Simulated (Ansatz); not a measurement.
# One shape, several levels: triplet GaCl

Aim: a comparison of 6 runs (UHF/cc-pVTZ, UB3LYP/6-31G*, U-wB97X/cc-pVTZ, UBHLYP/cc-pVTZ, UPBE/cc-pVTZ, UCCSD/cc-pVTZ) of triplet GaCl. 

Program for the calculation: Ansatz 0.2.0.

31 further runs of the same task are left out: 31 set aside as unsound or not needed.

## Step 1: The system as given

The species is GaCl (2 atoms), meant as a triplet with charge 0. SMILES of the parent species: `[Cl][Ga]`. The coordinates come from a PBE0-D4/def2-TZVP relaxation. That shape belongs to the parent species and isn't relaxed for this state.

Bond lengths: Cl1–Ga2 2.216 Å.

## Step 2: The energy at UHF/cc-pVTZ (run 1)

File molecule.yaml:

```yaml
crystal:
  periodic: [false, false, false]
  atoms:
    - {symbol: Cl, position_ang: [-0.000000, 0.000000, -0.023560]}
    - {symbol: Ga, position_ang: [0.000000, -0.000000, 2.192160]}
basis:
  gaussian:
    orbitals: cc-pVTZ
magnetization:
  spin_polarized: true
  initial_magnetization: 2
hamiltonian:
  xc: hf
accuracy: high
output: {orbitals: {seedname: orbitals}}
```

The run is started by

```console
$ ansatz run molecule.yaml --threads 1 --pin off --max-ram 3480MiB --events-out events.jsonl --progress --plain --runs-dir runs
```

Standard output:

```text
Warning: RAYON_NUM_THREADS=1 ignored (pool sized by the plan → 1); use --threads N
Functional definition: HF
  name "HF"
  exchange = exact_x
  correlation = 0
1035 factors; integrals over basis functions are off by at most 4.2e-9 eV
mean field evaluation 1: about -64837.5963 eV, gradient 8.3e0 eV
mean field evaluation 2: about -64837.6793 eV, gradient 8.3e0 eV
mean field evaluation 4: about -64838.6771 eV, gradient 2.1e0 eV
mean field evaluation 8: about -64838.8086 eV, gradient 5.5e-1 eV
mean field evaluation 16: about -64838.8228 eV, gradient 2.6e-8 eV
mean field -64838.82278382 eV, -2382.7827879728 hartree, gradient 1.9e-8 eV, S^2 2.007450; 0 other end points of the search recorded, 0 dependent functions left out
reference -64838.82278382 eV, -2382.7827879728 hartree; 25, 23 occupied and 52, 54 virtual orbitals, 1035 factors
Total energy: -64838.82278382 eV, -2382.7827879728 hartree
```

Run time: 2.1 s. Hardware: 1 thread of Arm Neoverse V2, shared host; peak memory 0.18 GiB.

## Step 3: The energy at UB3LYP/6-31G(d) (spherical functions) (run 2)

File run.yaml:

```yaml
crystal:
  periodic: [false, false, false]
  atoms:
    - {symbol: Cl, position_ang: [-0.000000, 0.000000, -0.023560]}
    - {symbol: Ga, position_ang: [0.000000, -0.000000, 2.192160]}
basis:
  gaussian: {orbitals: 6-31G_st_-spherical.json}
magnetization: {spin_polarized: true, initial_magnetization: 2}
hamiltonian: {xc: {name: B3LYP}}
accuracy: high
output: {orbitals: {seedname: orbitals}}
```

The basis set 6-31G* is read from a file made from the Basis Set Exchange's data (not shown).

The run is started by

```console
$ ansatz run run.yaml --threads 1 --pin off --max-ram 3480MiB --events-out events.jsonl --progress --plain --runs-dir runs
```

Standard output:

```text
Warning: RAYON_NUM_THREADS=1 ignored (pool sized by the plan → 1); use --threads N
Functional definition: B3LYP
  name "B3LYP"
  parameter a0 = 0.2
  parameter ax = 0.72
  parameter ac = 0.81
  exchange = (1 - a0 - ax)*slater_x + ax*b88_x + a0*exact_x
  correlation = (1 - ac)*vwn_rpa_c + ac*lyp_c
866 factors; integrals over basis functions are off by at most 4.3e-9 eV
mean field evaluation 1: about -64891.8053 eV, gradient 1.3e1 eV
mean field evaluation 2: about -64890.8672 eV, gradient 2.0e1 eV
mean field evaluation 4: about -64892.4615 eV, gradient 6.1e-1 eV
mean field evaluation 8: about -64892.4817 eV, gradient 5.9e-3 eV
mean field evaluation 16: about -64892.4817 eV, gradient 8.2e-7 eV
mean field evaluation 32: about -64892.4817 eV, gradient 3.8e-8 eV
mean field -64892.48173221 eV, -2384.7547179546 hartree, gradient 1.5e-8 eV, S^2 2.002984; 1 other end points of the search recorded, 0 dependent functions left out
reference -64892.48176030 eV, -2384.7547189870 hartree; 25, 23 occupied and 25, 27 virtual orbitals, 866 factors
Total energy: -64892.48176030 eV, -2384.7547189870 hartree
```

Wall time 6.3 s (1 thread of Arm Neoverse V2, shared host); peak memory 0.18 GiB.

Runs 3 to 4 aren't shown in full; the table further down has their settings and results.

## Step 4: A single-point energy at UPBE/cc-pVTZ (run 5)

File in.yaml:

```yaml
crystal:
  periodic: [false, false, false]
  atoms:
    - {symbol: Cl, position_ang: [-0.000000, 0.000000, -0.023560]}
    - {symbol: Ga, position_ang: [0.000000, -0.000000, 2.192160]}
basis:
  gaussian:
    orbitals: cc-pVTZ
magnetization:
  spin_polarized: true
  initial_magnetization: 2
hamiltonian:
  xc: {name: PBE}
accuracy: high
output:
  orbitals: {seedname: orbitals}
```

The run is started by

```console
$ ansatz run in.yaml --threads 1 --pin off --max-ram 3480MiB --events-out events.jsonl --progress --plain --runs-dir runs
```

Standard output:

```text
Warning: RAYON_NUM_THREADS=1 ignored (pool sized by the plan → 1); use --threads N
Functional definition: PBE
  name "PBE"
  parameter kappa = 0.804
  parameter beta = 0.06672455060314922
  exchange = pbe_x(kappa = kappa, mu = beta*pi^2/3)
  correlation = pbe_c(beta = beta)
1035 factors; integrals over basis functions are off by at most 4.2e-9 eV
mean field evaluation 1: about -64886.2228 eV, gradient 1.8e1 eV
mean field evaluation 2: about -64876.0774 eV, gradient 4.0e1 eV
mean field evaluation 4: about -64887.3169 eV, gradient 1.9e0 eV
mean field evaluation 8: about -64887.3446 eV, gradient 1.8e-1 eV
mean field evaluation 16: about -64887.3449 eV, gradient 6.0e-6 eV
mean field evaluation 32: about -64882.9381 eV, gradient 1.5e1 eV
mean field evaluation 64: about -64884.8189 eV, gradient 4.0e-1 eV
mean field -64887.34486427 eV, -2384.5659415400 hartree, gradient 8.7e-8 eV, S^2 2.002381; 5 other end points of the search recorded, 0 dependent functions left out
reference -64887.34486697 eV, -2384.5659416390 hartree; 25, 23 occupied and 52, 54 virtual orbitals, 1035 factors
Total energy: -64887.34486697 eV, -2384.5659416390 hartree
```

Wall time 16 s (1 thread of Arm Neoverse V2, shared host); peak memory 0.18 GiB.

## Step 5: The energy at UCCSD/cc-pVTZ (run 6)

File run.yaml:

```yaml
crystal:
  periodic: [false, false, false]
  atoms:
    - {symbol: Cl, position_ang: [-0.000000, 0.000000, -0.023560]}
    - {symbol: Ga, position_ang: [0.000000, -0.000000, 2.192160]}
basis:
  gaussian: {orbitals: cc-pVTZ}
total_charge: 0
magnetization: {spin_polarized: true, initial_magnetization: 2}
correlation: {method: ccsd, frozen_orbitals: {Cl: 5, Ga: 9}}
accuracy: high
scf: {omitted_lower_state_checks: [cluster_reference, increment]}
```

The run is started by

```console
$ ansatz run run.yaml --threads 1 --pin off --max-ram 3480MiB --events-out events.jsonl --progress --plain --runs-dir runs
```

Standard output, shortened:

```text
Warning: RAYON_NUM_THREADS=1 ignored (pool sized by the plan → 1); use --threads N
Functional definition: HF
  name "HF"
[...]
1035 factors; integrals over basis functions are off by at most 4.2e-9 eV
[...]
mean field -64838.82278382 eV, -2382.7827879728 hartree, gradient 1.9e-8 eV, S^2 2.007450; 2 other end points of the search recorded, 0 dependent functions left out
14 core orbitals not correlated: weight in the atoms' cores, before any rotation towards them, 1.000 or more for the frozen orbitals, at most 0.000 for the correlated occupied ones
reference -64838.82278382 eV, -2382.7827879728 hartree; 11, 9 occupied and 52, 54 virtual orbitals, 1035 factors
second order -7.78022762 eV of doubles, -0.00000000 eV of singles
cycle   1  -8.00766310 eV  change   -2.3e-1 eV  update   7.4e-2
[...]
cycle  22  -8.31469798 eV  change   6.4e-11 eV  update  9.9e-10
Total energy: -64847.13748180 eV, -2383.0883474877 hartree
Checks for a lower state left out: cluster_reference, increment
```

Wall time 8.1 s (1 thread of Arm Neoverse V2, shared host); peak memory 0.37 GiB.

## Step 6: Overview of the runs

```
run                                level  frozen core orbitals   energy (Eh)  HOMO energy (eV)   ⟨S²⟩  wall time
  1                          UHF/cc-pVTZ                     –  -2382.782788             -6.78  2.007      2.1 s
  2  UB3LYP/6-31G* (spherical functions)                     –  -2384.754719             -3.94  2.003      6.3 s
  3                      U-wB97X/cc-pVTZ                     –  -2385.072300             -6.11  2.006       30 s
  4                       UBHLYP/cc-pVTZ                     –  -2385.025355             -4.96  2.006      8.7 s
  5                         UPBE/cc-pVTZ                     –  -2384.565942             -3.29  2.002       16 s
  6                        UCCSD/cc-pVTZ                    14  -2383.088347                 –  2.007      8.1 s
```

## Step 7: Summary of results

| quantity | value |
| --- | --- |
| run 6: total energy | -2383.08835 Eh |
| run 6: correlation energy (14 core orbitals frozen) | -305.6 mEh |
| run 6: ⟨S²⟩ of the reference determinant | 2.007 |
| run 6: T1 diagnostic | 0.016 |

What this shows: Totals of different functionals can't be ranked against each other. All runs together took 72 s, the longest 30 s.
